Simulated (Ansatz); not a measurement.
# LiTbH4: one candidate of a structure search

Aim: relax a trial structure of LiTbH4 and see where it ends.

Computed with Ansatz 0.2.0 (DFT PBE, scalar-relativistic, plane waves, PAW; 4f electrons in the core of a trivalent norm-conserving potential, unless a step's input says otherwise).

## Step 1: The system as given

It takes space group P6/mmm (No. 191, hexagonal). Conventional cell: a = 3.208 Å, b = 3.208 Å, c = 6.522 Å, α = 90.00°, β = 90.00°, γ = 120.00°. Around Li (site symmetry 6/mmm) lie 12 H at 2.43 Å. Tb (site symmetry 6/mmm) is surrounded by 12 H at 2.51 Å. Around H (site symmetry 3m) lie 3 H at 1.85 Å and 3 Li at 2.43 Å and 3 Tb at 2.51 Å.

As a file:

```
CELL_PARAMETERS angstrom
3.20840 0.00000 0.00000
-1.60420 2.77855 0.00000
0.00000 0.00000 6.52207
ATOMIC_POSITIONS crystal
Li 0.00000 0.00000 0.00000
Tb 0.00000 0.00000 0.50000
H 0.33333 0.66667 0.75959
H 0.33333 0.66667 0.24041
H 0.66667 0.33333 0.75959
H 0.66667 0.33333 0.24041
```

Recipe of the guess: species swapped into a database cell of TiCrB4 (P6/mmm, No. 191), with Tb on the Ti sites, Li on the Cr sites and H on the B sites. Lengths come from tabulated atomic sizes and are only a guess.

## Step 2: A first look at the guess

File input.yaml:

```yaml
crystal:
  lattice:
    - [3.208397, 0.0, 0.0]
    - [-1.6041985, 2.77855331, 0.0]
    - [0.0, 0.0, 6.52207456]
  atoms:
    - { symbol: Li, position: [0.0, 0.0, 0.0] }
    - { symbol: Tb, position: [0.0, 0.0, 0.5] }
    - { symbol: H, position: [0.33333333, 0.66666667, 0.75959003] }
    - { symbol: H, position: [0.33333333, 0.66666667, 0.24040997] }
    - { symbol: H, position: [0.66666667, 0.33333333, 0.75959003] }
    - { symbol: H, position: [0.66666667, 0.33333333, 0.24040997] }
basis:
  ecutwfc: 690
kpoints:
  mp_grid: { grid: [6, 6, 4] }
hamiltonian:
  xc: pbe
  pseudopotentials:
    kind: paw
    azcp: { Tb: "pseudopotentials/pbe/nc/lanthanide_3plus/Tb.nc.azcp" }
scf:
  occupations: { method: gaussian, width: 0.1 }
  lower_state_search: "off"
output:
  forces: true
  stress: true
  eigenvalues: true
```

Run with:

```bash
$ ansatz run input.yaml --threads 1 --pin off --max-ram 2560MiB --backend cpu --events-out ev --progress --plain --runs-dir out
```

Further runs follow: coarse relaxation; final relaxation.

**Question.** What will these runs give? Wanted: conventional cell; volume; energy over the elements; gap on the mesh.

**Answer**, as computed:

| quantity | value |
| --- | --- |
| symmetry at the end (tolerance 0.05 Å) | space group P6/mmm (No. 191) |
| conventional cell | a = 3.417 Å, b = 3.417 Å, c = 5.907 Å, α = 90.00°, β = 90.00°, γ = 120.00° |
| volume | 9.96 Å³/atom |
| energy over the elements (uncorrected; H, N, O, F and Cl as molecules) | -0.08 eV/atom |
| gap on the mesh | none (metal) |

**Reading.** The space group P6/mmm (No. 191) is kept, and the volume per atom grows by 2.8 % from the first guess. A negative formation energy is needed for stability but isn't enough; other structures and compounds were not set against it here. No finished test with a distortion of lower symmetry is shown, so the end may be a saddle point. Spin-orbit coupling is left out for Tb. The lanthanide's 4f electrons sit in the core of its potential, so it is trivalent by construction and shows no f bands or moments.

No U or exact exchange acts on the 4f shell of Tb, so a metallic reading can be the functional's.
